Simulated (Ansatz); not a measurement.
# C2H7AlO2: the cost of one run

The runs use Ansatz 0.2.0, Gaussian basis; the settings change from run to run.

### Step 1. The relaxed structure

The structure was relaxed beforehand with PBE0-D4 in a triple-zeta def2 set.

SMILES `C[CH2][Al]([OH])[OH]`, 12 atoms, charge 0, spin multiplicity 1.

Atoms are counted from 1 here; the program's logs count them from 0.

Bond lengths: C1–C2 1.529 Å, C1–H6 1.092 Å, C1–H7 1.094 Å, C1–H8 1.092 Å, C2–Al3 1.949 Å, C2–H9 1.098 Å, C2–H10 1.098 Å, Al3–O4 1.700 Å, Al3–O5 1.695 Å, O4–H11 0.955 Å, O5–H12 0.956 Å. Angles: C2–C1–H6 111.6°, C2–C1–H7 111.8°, C2–C1–H8 111.6°, H6–C1–H7 107.5°, H6–C1–H8 106.5°, H7–C1–H8 107.5°, C1–C2–Al3 115.5°, C1–C2–H9 110.2°, C1–C2–H10 110.2°, Al3–C2–H9 107.9°, Al3–C2–H10 107.9°, H9–C2–H10 104.5°, C2–Al3–O4 124.3°, C2–Al3–O5 118.9°, O4–Al3–O5 116.8°, Al3–O4–H11 124.1°, Al3–O5–H12 122.3°.

### Step 2. HSE06/aug-cc-pVTZ

Set apart from the defaults: D3(BJ) dispersion.

The input, in.yaml:

```yaml
crystal:
  periodic: [false, false, false]
  atoms:
    - {symbol: C, position_ang: [-1.606973, -0.553245, 0.555318]}
    - {symbol: C, position_ang: [-0.517926, -0.569818, -0.518399]}
    - {symbol: Al, position_ang: [1.068592, 0.489841, -0.119382]}
    - {symbol: O, position_ang: [2.409750, 0.633145, -1.154298]}
    - {symbol: O, position_ang: [1.143534, 1.333556, 1.348996]}
    - {symbol: H, position_ang: [-1.972512, 0.459125, 0.741963]}
    - {symbol: H, position_ang: [-2.467758, -1.166301, 0.271697]}
    - {symbol: H, position_ang: [-1.235756, -0.930863, 1.510801]}
    - {symbol: H, position_ang: [-0.195096, -1.600255, -0.715055]}
    - {symbol: H, position_ang: [-0.924813, -0.221915, -1.476540]}
    - {symbol: H, position_ang: [2.478080, 0.204282, -2.004640]}
    - {symbol: H, position_ang: [1.897881, 1.867348, 1.593537]}
basis:
  gaussian: {orbitals: aug-cc-pVTZ}
hamiltonian: {xc: {name: HSE06}, dispersion: d3bj}
output: {forces: true}
```

Command:

```
ansatz run in.yaml --threads 4 --pin off --events-out ev --progress --plain --max-ram 10444MiB
```

**Question.** How long does this run take on 4 threads of Arm Neoverse V1, shared host, and how much memory does it need?

About 12 s, with a peak of 1.8 GiB.
